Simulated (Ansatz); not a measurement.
# GaH3+ (quartet): the correlation ladder, cc-pVDZ

One table from this session's results is given with a row withheld; the runs are named, their logs left out.

The runs use Ansatz 0.2.0, Gaussian basis; cc-pVDZ, core rule «outside noble gas», up to 14 orbitals frozen.

To be run: UHF; CCSD(T) on ROHF; CCSD(T) on UHF; BCCD(T) on ROHF; CISD; CCSDT(Q) on ROHF; CCSDT(Q) on UHF; CISDTQ; Full CI.

25 further runs of the same task are left out: 5 for a known fault of the program, 7 that didn't finish, 13 set aside as unsound or not needed.

## The geometry

The geometry is a PBE0/def2-TZVP stationary point (not a proven minimum) of the parent state, kept for this charge and spin. No spin-orbit coupling is included. The filled d shell of Ga may be among the frozen orbitals whatever the setting's name suggests; the logs give the count.

4 atoms, charge 1, spin multiplicity 4.

Atoms are counted from 1 here; the program's logs count them from 0.

Bond lengths: Ga1–H2 1.585 Å, Ga1–H3 1.955 Å, Ga1–H4 1.955 Å, H3–H4 0.811 Å. Angles: H2–Ga1–H3 100.5°, H2–Ga1–H4 100.5°, H3–Ga1–H4 23.9°, Ga1–H3–H4 78.0°, Ga1–H4–H3 78.0°.

The first run:

Contents of in.yaml:

```yaml
crystal:
  periodic: [false, false, false]
  atoms:
    - {symbol: Ga, position_ang: [0.000000, 0.027726, -0.045695]}
    - {symbol: H, position_ang: [0.000000, -1.477599, -0.541473]}
    - {symbol: H, position_ang: [0.405418, -0.220158, 1.851181]}
    - {symbol: H, position_ang: [-0.405418, -0.220158, 1.851181]}
basis:
  gaussian: {orbitals: cc-pVDZ}
total_charge: 1
magnetization: {spin_polarized: true, initial_magnetization: 3}
hamiltonian: {xc: hf}
output: {orbitals: {seedname: orbitals}}
```

Started as:

```sh
ansatz run in.yaml --threads 1 --pin off --events-out ev --progress --plain --max-ram 2393MiB
```

Among the steps run: UHF; CCSD(T) on ROHF; CCSD(T) on UHF; BCCD(T) on ROHF; CISD; CCSDT(Q) on ROHF; CCSDT(Q) on UHF; CISDTQ; Full CI.

One of the session's tables, all rows but one given; the rest of the session is left out.

```
   method  from FCI (kJ/mol)
     ROHF             +139.4
      UHF             +135.6
     RMP2              +39.0
     UMP2              +36.0
    RCCSD               +2.9
    UCCSD               +0.3
 RCCSD(T)               +1.0
 UCCSD(T)               -1.6
  BCCD(T)               +0.9
   RCCSDT                0.0
   UCCSDT                  ?
RCCSDT(Q)               -0.1
UCCSDT(Q)               -2.7
      FCI                  0
```

Q: Estimate the row for UCCSDT from the others.

As computed: from FCI (kJ/mol): -2.6. In the column «from FCI (kJ/mol)» it lies between UCCSDT(Q) (-2.7) and UCCSD(T) (-1.6).

Among the levels timed on like hardware and quicker than the yardstick, those that no quicker one beats, quickest first: BCCD(T) (0.78 s, +0.9 kJ/mol); RCCSDT(Q) (2.4 s, -0.1 kJ/mol).

Not comparable, so not listed: CISD; CISDTQ (they don't share determinant, frozen orbitals or solution with the rows shown, or repeat one).

Limits of these values: The yardstick is full CI for this spin, exact in this basis with these frozen cores. UCCSD(T), UCCSDT, UCCSDT(Q) fall below full CI: unrestricted runs freeze a spin-polarised core, another one than full CI's, and coupled cluster isn't variational. Levels on UHF freeze UHF's core orbitals, full CI those of ROHF, so the U rows can settle a little off it for that reason alone. Restricted and unrestricted rows rest on different reference determinants; where their highest levels disagree by more than a few hundredths of an eV, they describe different states and don't form one ladder.
